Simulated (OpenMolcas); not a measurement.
# Cr³⁺ among point charges: CASSCF and CASPT2 levels and susceptibility

Aim: the splitting of the states of Cr³⁺ in the field of 6 point charges, its lowest levels with spin-orbit coupling and its magnetic susceptibility.

The numbers are computed with OpenMolcas 26.06 (state-averaged CASSCF and CASPT2, spin-orbit coupling by RASSI with atomic mean-field integrals), except any that are marked as measured or tabulated.

## 1. Starting point

| Item | Value |
| --- | --- |
| Species | Cr³⁺ (chromium, Z = 24, 21 electrons) |
| Basis | ANO-RCC-VDZP [5s4p2d1f], 34 functions |
| Scalar Hamiltonian | DKH2, point nucleus |
| Inactive shells | 1s 2s 2p 3s 3p |
| Active space | 3 electrons in 5 orbitals (3d) |
| Some configurations of this space | 3d3 |
| Orbitals | optimised for each spin and parity, averaged over all roots |

The outer shells:

3d3
```
3d [↑ ][↑ ][↑ ][  ][  ]
```

The ion sits among 6 point charges of -2 e arranged as a tetragonal octahedron (D4h), 1.99 Å from the ion, with the axial distance 2.010 Å.

The work runs as a chain of OpenMolcas steps in one folder; each step below is one input file. Labels, J, g values, rates, χT and fits are worked out afterwards by a script from the matrices that RASSI stores. The input lists half of the charges; inversion (Group=XYZ) makes the rest.

## 2. One- and two-electron integrals

a.inp

```
&GATEWAY
Coord
1

Cr 0.0 0.0 0.0
Basis=ANO-RCC-VDZP
Group=XYZ
NoMove
AngMom=0.0 0.0 0.0
AMFI
XField
3 Angstrom 0
1.990000 0.000000 0.000000 -2.000000
0.000000 1.990000 0.000000 -2.000000
0.000000 0.000000 2.009900 -2.000000
&SEWARD
```

## 3. Reference wave functions, quartets of even parity, 10 roots

a.inp

```
&RASSCF
FileOrb=start.orb
Symmetry=1
Spin=4
nActEl=3 0 0
Inactive=3 6
Ras2=5 0
CIRoot=10 10 1
SDav=10
CIMx=300
Iter=120 100
PrWF=0.3
OrbListing=Nothing
MaxOrb=0
>>> COPY $Project.JobIph JOB001
```

start.orb holds the contracted functions of the basis, ordered by shell, or the orbitals of the step before.

## 4. CASSCF: doublets of even parity, 40 roots

a.inp

```
&RASSCF
FileOrb=start.orb
Symmetry=1
Spin=2
nActEl=3 0 0
Inactive=3 6
Ras2=5 0
CIRoot=40 40 1
SDav=40
CIMx=300
Iter=120 100
PrWF=0.3
OrbListing=Nothing
MaxOrb=0
>>> COPY $Project.JobIph JOB002
```

## 5. RASSI: spin-orbit coupling between the states

a.inp

```
&RASSI
NrOfJobIphs=2 10 40
1 2 3 4 5 6 7 8 9 10
1 2 3 4 5 6 7 8 9 10 11 12 13 14 15 16 17 18 19 20 21 22 23 24 25 26 27
28 29 30 31 32 33 34 35 36 37 38 39 40
IphNames
JOB001
JOB002
EJob
SpinOrbit
DIPRint=1.0
SOCoupling=1000.0
Subsets=2
Property=9
'ANGMOM' 1 'ANGMOM' 2 'ANGMOM' 3 'MLTPL  1' 1 'MLTPL  1' 2 'MLTPL  1' 3
'AMFI' 1 'AMFI' 2 'AMFI' 3
SOProperty=3
'ANGMOM' 1 'ANGMOM' 2 'ANGMOM' 3
```

## 6. CASPT2: IPEA 0.25, imaginary shift 0.1 (closed shells correlated: 3s 3p)

a.inp

```
>>> COPY JOB001 $Project.JobIph
&CASPT2
Multistate=10 1 2 3 4 5 6 7 8 9 10
NoMult
Frozen=2 3
IPEA=0.25
Imaginary=0.1
MaxIter=60
WThr=0.0 0.3 0.05
PrWF=0.5
NoMix
>>> COPY JOB002 $Project.JobIph
&CASPT2
Multistate=40 1 2 3 4 5 6 7 8 9 10 11 12 13 14 15 16 17 18 19 20 21 22
23 24 25 26 27 28 29 30 31 32 33 34 35 36 37 38 39 40
NoMult
Frozen=2 3
IPEA=0.25
Imaginary=0.1
MaxIter=60
WThr=0.0 0.3 0.05
PrWF=0.5
NoMix
```

(Steps that only read results are left out.)

Before running it: what results should come out? Wanted: spin-free ground state; first state of the same spin within the active space; lowest level; next level.

The runs gave:

| quantity | value |
| --- | --- |
| method | SS-CASPT2, IPEA 0.25, imaginary shift 0.1 (closed shells correlated: 3s 3p) |
| spin-free ground state | 4B1, 1-fold in its orbital part |
| first state of the same spin within the active space | 4E at 5310 cm⁻¹ |
| lowest level | 2-fold E3/2, g = 1.86, 3.70, 3.70 |
| next level | 0.8 cm⁻¹ |
| χT at 300 K | 1.72 cm³ K/mol |
| effective moment at 300 K | 3.71 μB |

Cost by method:

```csv
method,time of its own steps,time with the reference
A. CASSCF,11 s,11 s
"B. SS-CASPT2, IPEA 0.25, imaginary shift 0.1, +3s 3p",2.8 s,13 s
```

Times are of one thread on a shared host.

**Reading.** The spin-free ground state (4B1) comes to 100 % from free-ion F terms and keeps the highest spin of the shell. χT at 300 K is 1.72, against 1.88 cm³ K/mol for the spin alone, so spin-orbit coupling lowers it. The field of point charges can differ much from that of real complexes. Point charges carry no covalency, so the field is a model and not that of real ligands.
